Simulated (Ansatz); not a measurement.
# LaLu2N3: the cost of one run

Computed with Ansatz 0.2.0 (DFT PBE, scalar-relativistic, plane waves, PAW, unless a step's input says otherwise).

1 further run of the same task is left out (it didn't finish).

**1. The system as given**

Symmetry: P6/mmm, No. 191, hexagonal system. Conventional cell: a = 5.494 Å, b = 5.494 Å, c = 4.263 Å, α = 90.00°, β = 90.00°, γ = 120.00°. La (site symmetry 6/mmm) is surrounded by 6 Lu at 3.17 Å and 12 N at 3.48 Å. Lu (site symmetry -6m2) is surrounded by 6 N at 2.66 Å. Around N (site symmetry mmm) lie 4 Lu at 2.66 Å and 4 La at 3.48 Å.

Coordinates:

```
La Lu N
1.0
     5.49448    0.00000    0.00000
    -2.74724    4.75836    0.00000
     0.00000    0.00000    4.26285
La Lu N
1 2 3
Direct
  0.00000 0.00000 0.00000
  0.33333 0.66667 0.00000
  0.66667 0.33333 0.00000
  0.50000 0.00000 0.50000
  0.50000 0.50000 0.50000
  0.00000 0.50000 0.50000
```

Recipe of the guess: species swapped into a database cell of SmAl3Pd2 (P6/mmm, No. 191), with La on the Sm sites, N on the Al sites and Lu on the Pd sites. Lengths come from tabulated atomic sizes and are only a guess.

**2. A first look at the guess**

Contents of input.yaml:

```yaml
crystal:
  lattice:
    - [5.49447577, 0.0, 0.0]
    - [-2.74723789, 4.7583556, 0.0]
    - [0.0, 0.0, 4.2628452]
  atoms:
    - { symbol: La, position: [0.0, 0.0, 0.0] }
    - { symbol: Lu, position: [0.33333333, 0.66666667, 0.0] }
    - { symbol: Lu, position: [0.66666667, 0.33333333, 0.0] }
    - { symbol: "N", position: [0.5, 0.0, 0.5] }
    - { symbol: "N", position: [0.5, 0.5, 0.5] }
    - { symbol: "N", position: [0.0, 0.5, 0.5] }
basis:
  ecutwfc: 420
kpoints:
  mp_grid: { grid: [6, 6, 4] }
hamiltonian:
  xc: pbe
scf:
  occupations: { method: gaussian, width: 0.1 }
  lower_state_search: "off"
output:
  forces: true
  stress: true
  eigenvalues: true
```

Run with:

```
$ ansatz run input.yaml --threads 1 --pin off --max-ram 2560MiB --backend cpu --events-out ev --progress --plain --runs-dir out
```

**Question.** How long does this run take on 1 thread of Arm Neoverse V2, shared host, and how much memory does it need?

About 8.6 s, with a peak of 0.43 GiB.
